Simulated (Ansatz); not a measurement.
# BH₉Si₂Sn: small, medium and large basis sets

One table from this session's results is given with a row withheld; the runs are named, their logs left out.

The runs use Ansatz 0.2.0, Gaussian basis; one geometry, several basis sets.

Levels to be run: PBE0-D4/def2-SVP; ωB97M-V/def2-SVP; PBE0-D4/def2-QZVPP; ωB97M-V/def2-QZVPP; the functionals' def2-TZVPP values are taken from earlier runs.

## The geometry

The geometry comes from an earlier relaxation with PBE0-D4 in a triple-zeta def2 set; it is a stationary point, not always the lowest conformer. Sn takes the def2 core potential; no spin-orbit term is included.

SMILES `[BH2][SnH2][SiH2][SiH3]`, 13 atoms, charge 0, spin multiplicity 1.

Atoms are counted from 1 here; the program's logs count them from 0.

Bond lengths: B1–Sn2 2.234 Å, B1–H5 1.194 Å, B1–H6 1.194 Å, Sn2–Si3 2.578 Å, Sn2–H7 1.710 Å, Sn2–H8 1.711 Å, Si3–Si4 2.335 Å, Si3–H9 1.489 Å, Si3–H10 1.490 Å, Si4–H11 1.488 Å, Si4–H12 1.488 Å, Si4–H13 1.489 Å. Angles: Sn2–B1–H5 120.4°, Sn2–B1–H6 120.9°, H5–B1–H6 118.6°, B1–Sn2–Si3 106.7°, B1–Sn2–H7 113.8°, B1–Sn2–H8 113.0°, Si3–Sn2–H7 108.3°, Si3–Sn2–H8 107.1°, H7–Sn2–H8 107.6°, Sn2–Si3–Si4 109.5°, Sn2–Si3–H9 110.0°, Sn2–Si3–H10 109.1°, Si4–Si3–H9 110.6°, Si4–Si3–H10 109.4°, H9–Si3–H10 108.1°, Si3–Si4–H11 112.3°, Si3–Si4–H12 109.9°, Si3–Si4–H13 108.8° and more.

Set-up of the first run:

Contents of in.yaml:

```yaml
crystal:
  periodic: [false, false, false]
  atoms:
    - {symbol: B, position_ang: [-0.575170, 2.459632, -0.239581]}
    - {symbol: Sn, position_ang: [1.203646, 1.175040, -0.660138]}
    - {symbol: Si, position_ang: [0.877815, -1.001078, 0.682350]}
    - {symbol: Si, position_ang: [-1.218563, -1.909788, 0.200132]}
    - {symbol: H, position_ang: [-1.571095, 2.342667, -0.887812]}
    - {symbol: H, position_ang: [-0.575153, 3.225543, 0.676272]}
    - {symbol: H, position_ang: [2.690704, 1.878757, -0.192165]}
    - {symbol: H, position_ang: [1.336580, 0.735761, -2.308389]}
    - {symbol: H, position_ang: [1.957684, -1.971543, 0.350248]}
    - {symbol: H, position_ang: [0.961705, -0.693754, 2.137908]}
    - {symbol: H, position_ang: [-1.478979, -3.164035, 0.956905]}
    - {symbol: H, position_ang: [-1.321912, -2.198855, -1.255545]}
    - {symbol: H, position_ang: [-2.266761, -0.913146, 0.554614]}
basis:
  gaussian: {orbitals: def2-SVP}
hamiltonian: {xc: pbe0, dispersion: d4}
output: {orbitals: {seedname: orbitals}}
```

Among the steps run: PBE0-D4 in def2-SVP; ωB97M-V in def2-SVP; PBE0-D4 in def2-QZVPP; ωB97M-V in def2-QZVPP.

One table of the session follows, with a row left open; its other results are not shown here.

It belongs to the step «Functionals by basis». 

```
functional       basis  HOMO (eV)  LUMO (eV)
   PBE0-D4    def2-SVP      -7.51      -2.52
   PBE0-D4  def2-TZVPP      -7.48      -2.58
   PBE0-D4  def2-QZVPP      -7.48      -2.58
   ωB97M-V    def2-SVP          ?          ?
   ωB97M-V  def2-TZVPP      -9.40      -0.70
   ωB97M-V  def2-QZVPP      -9.40      -0.73
```

Q: Estimate the row for ωB97M-V, def2-SVP from the others.

**Answer.** HOMO (eV): -9.39; LUMO (eV): -0.55. In the column «HOMO (eV)» it lies between ωB97M-V, def2-QZVPP (-9.40) and PBE0-D4, def2-SVP (-7.51).
